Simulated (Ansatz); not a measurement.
# GeH₃F (triplet): the correlation ladder, cc-pVDZ

The task here is to estimate one member of a computed series from the others.

Computed with Ansatz 0.2.0, Gaussian basis. Level: cc-pVDZ, core rule «outside noble gas», up to 15 orbitals frozen.

The runs, in order: UHF; CCSD(T) on ROHF; CCSD(T) on UHF; BCCD(T) on ROHF; CISD; CCSDT(Q) on UHF.

23 further runs of the same task are left out: 5 for a known fault of the program, 8 that didn't finish, 10 set aside as unsound or not needed.

## The geometry

The geometry is a PBE0/def2-TZVP stationary point (not a proven minimum) of the parent state, kept for this charge and spin. No spin-orbit coupling is included. The filled d shell of Ge may be among the frozen orbitals whatever the setting's name suggests; the logs give the count.

5 atoms, charge 0, spin multiplicity 3.

Atoms are counted from 1 here; the program's logs count them from 0.

Bond lengths: Ge1–F2 1.742 Å, Ge1–H3 1.533 Å, Ge1–H4 1.533 Å, Ge1–H5 1.533 Å. Angles: F2–Ge1–H3 106.2°, F2–Ge1–H4 106.2°, F2–Ge1–H5 106.2°, H3–Ge1–H4 112.5°, H3–Ge1–H5 112.5°, H4–Ge1–H5 112.5°.

Set-up of the first run:

in.yaml

```yaml
crystal:
  periodic: [false, false, false]
  atoms:
    - {symbol: Ge, position_ang: [-0.335893, -0.002403, 0.001544]}
    - {symbol: F, position_ang: [1.406007, 0.010057, -0.006463]}
    - {symbol: H, position_ang: [-0.775318, 1.466462, 0.004484]}
    - {symbol: H, position_ang: [-0.753666, -0.742234, 1.277782]}
    - {symbol: H, position_ang: [-0.765397, -0.740640, -1.271719]}
basis:
  gaussian: {orbitals: cc-pVDZ}
magnetization: {spin_polarized: true, initial_magnetization: 2}
hamiltonian: {xc: hf}
output: {orbitals: {seedname: orbitals}}
```

On the command line:

```bash
$ ansatz run in.yaml --threads 1 --pin off --events-out ev --progress --plain --max-ram 2393MiB
```

Among the steps run: UHF; CCSD(T) on ROHF; CCSD(T) on UHF; BCCD(T) on ROHF; CISD; CCSDT(Q) on UHF.

One table of the session follows, with a row left open; its other results are not shown here.

| method | from UCCSDT(Q) (meV) |
| --- | --- |
| RMP2 | +874.3 |
| UMP2 | ? |
| RCCSD | +371.2 |
| UCCSD | +353.2 |
| RCCSD(T) | +86.7 |
| UCCSD(T) | +88.4 |
| BCCD(T) | +74.6 |
| UCCSDT | +39.6 |
| UCCSDT(Q) | 0 |

**Question.** Estimate the row for UMP2.

As computed: from UCCSDT(Q) (meV): +1123.9. In the column «from UCCSDT(Q) (meV)» it is the highest.

Not comparable, so not listed: CISD (they don't share determinant, frozen orbitals or solution with the rows shown, or repeat one).

Left out of the table: ROHF, UHF (another determinant or state than the rows shown).

To keep in mind: The report flags that the cluster equations may have other roots. The program flags RCCSD(T), UCCSD(T), BCCD(T), UCCSDT(Q) as in doubt, so the zero of the table is itself unsure. Warnings: coupled cluster took another determinant than the lowest. Restricted and unrestricted rows rest on different reference determinants; where their highest levels disagree by more than a few hundredths of an eV, they describe different states and don't form one ladder.
